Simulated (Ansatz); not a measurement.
**AlBFH₃OS: small, medium and large basis sets**

Aim: see how fast density functionals converge with the basis set for AlBFH₃OS.

Program: Ansatz 0.2.0, Gaussian basis. Level of theory: one geometry, several basis sets. These are calculated values, not measurements.

The runs, in order: PBE0-D4/def2-SVP; ωB97M-V/def2-SVP; PBE0-D4/def2-QZVPP; ωB97M-V/def2-QZVPP; the functionals' def2-TZVPP values are taken from earlier runs.

### Step 1. The geometry

All runs share one geometry, relaxed beforehand with PBE0-D4 in a triple-zeta def2 set.

SMILES `[OH][AlH][S]BF`, 8 atoms, charge 0, spin multiplicity 1.

Atoms are counted from 1 here; the program's logs count them from 0.

Bond lengths: O1–Al2 1.689 Å, O1–H6 0.955 Å, Al2–S3 2.280 Å, Al2–H7 1.567 Å, S3–B4 1.748 Å, B4–F5 1.411 Å, B4–H8 1.186 Å. Angles: Al2–O1–H6 125.0°, O1–Al2–S3 117.9°, O1–Al2–H7 119.4°, S3–Al2–H7 119.4°, Al2–S3–B4 77.3°, S3–B4–F5 113.6°, S3–B4–H8 131.4°, F5–B4–H8 115.0°.

### Step 2. PBE0-D4 in def2-SVP

in.yaml

```yaml
crystal:
  periodic: [false, false, false]
  atoms:
    - {symbol: O, position_ang: [-0.584068, 1.982852, 0.426894]}
    - {symbol: Al, position_ang: [0.533238, 0.838638, -0.117373]}
    - {symbol: S, position_ang: [0.881894, -1.008201, 1.172492]}
    - {symbol: B, position_ang: [-0.121410, -1.624574, -0.119442]}
    - {symbol: F, position_ang: [-0.509728, -0.638921, -1.050964]}
    - {symbol: H, position_ang: [-1.200855, 1.848459, 1.143173]}
    - {symbol: H, position_ang: [1.619122, 1.261143, -1.164659]}
    - {symbol: H, position_ang: [-0.525993, -2.716494, -0.345822]}
basis:
  gaussian: {orbitals: def2-SVP}
hamiltonian: {xc: pbe0, dispersion: d4}
output: {orbitals: {seedname: orbitals}}
```

On the command line:

```console
$ ansatz run in.yaml --threads 2 --pin off --events-out ev --progress --plain --max-ram 4352MiB
```

After this run come: ωB97M-V in def2-SVP; PBE0-D4 in def2-QZVPP; ωB97M-V in def2-QZVPP.

Q: Predict the results of all the runs planned. Wanted: PBE0-D4: double and triple zeta above quadruple; ωB97M-V: double and triple zeta above quadruple.

**Answer**, as computed:

```
                                       quantity           value
PBE0-D4: double and triple zeta above quadruple  13.60, 0.85 eV
ωB97M-V: double and triple zeta above quadruple  13.65, 0.80 eV
```

**Reading.** PBE0-D4 gains 12.76 eV from double to triple zeta, then 0.85 eV more. Total energies overstate the basis error of differences, where much of it tends to cancel.
